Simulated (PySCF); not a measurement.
# A gas-phase reaction: ClH3Si + ClH → Cl2H2Si + H2

What reaction energy should one expect for `[SiH3]Cl` + `Cl` → `Cl[SiH2]Cl` + `[H][H]`?

Computed with PySCF 2.14.0; each step states its level. No surroundings beyond the atoms listed, unless a continuum is named. Atoms count from 0, parts from 1.

## 1. Starting point

Each species was relaxed by itself at PBE0-D3(BJ)/def2-SVPD.

## 2. Reaction energy: wB97M-D3(BJ)/def2-TZVPD

Job settings and geometry (Å):

```
{"job": {"kind": "react", "xc": "wB97M-D3(BJ)", "basis": "def2-TZVPD"}, "charge": 0, "multiplicity": 1}
-1 ClH3Si charge 0 multiplicity 1
Si    -0.141610     0.001870     0.046780
Cl     0.521570    -0.560420    -1.846000
H      0.679200     1.156820     0.497360
H      0.032350    -1.160230     0.957720
H     -1.575220     0.380490    -0.062790

-1 ClH charge 0 multiplicity 1
Cl     0.644670     0.007910     0.003660
H     -0.643440    -0.006750    -0.002830

+1 Cl2H2Si charge 0 multiplicity 1
Cl    -1.445400    -1.253950    -0.345420
Si    -0.026480     0.219410    -0.062400
Cl     1.601220    -0.575130     0.930180
H     -0.619130     1.279140     0.785380
H      0.423440     0.694390    -1.390940

+1 H2 charge 0 multiplicity 1
H      0.380070     0.011520     0.006380
H     -0.380070    -0.011520    -0.006380
```

Level: wB97M-D3(BJ)/def2-TZVPD reaction energy of separated species, gas phase.

Started as:

```console
$ OMP_NUM_THREADS=1 python cluster_run.py task.json out
```

One launch serves the whole session: the jobs run in the order shown.

**Question.** The jobs that follow are: PBE0-D3(BJ)/def2-TZVPD reaction energy of separated species, gas phase; MP2/def2-TZVPD reaction energy of separated species, gas phase. Predict: reaction energy (wB97M-D3(BJ)/def2-TZVPD); ΔH, ΔG at 298 K (xTB thermal terms). Thermal terms come from harmonic xTB runs on each species.

The runs gave:

| quantity | value |
| --- | --- |
| reaction energy (wB97M-D3(BJ)/def2-TZVPD) | -17.81 kcal/mol |
| ΔH, ΔG at 298 K (xTB thermal terms) | -19.1, -17.9 kcal/mol |
| range of the reaction energy over the runs of this table | -21.00 to -17.81 kcal/mol |

In words: The reaction is exothermic by 19.1 kcal/mol in the gas phase; dispersion gives -0.65, and xTB itself gave -9.92 for the electronic energy (xTB energies and thermal terms come from the earlier relaxation of each species, not shown). No barrier was sought. The reaction energy runs from -21.00 (MP2/def2-TZVPD) to -17.81 kcal/mol (wB97M-D3(BJ)/def2-TZVPD).
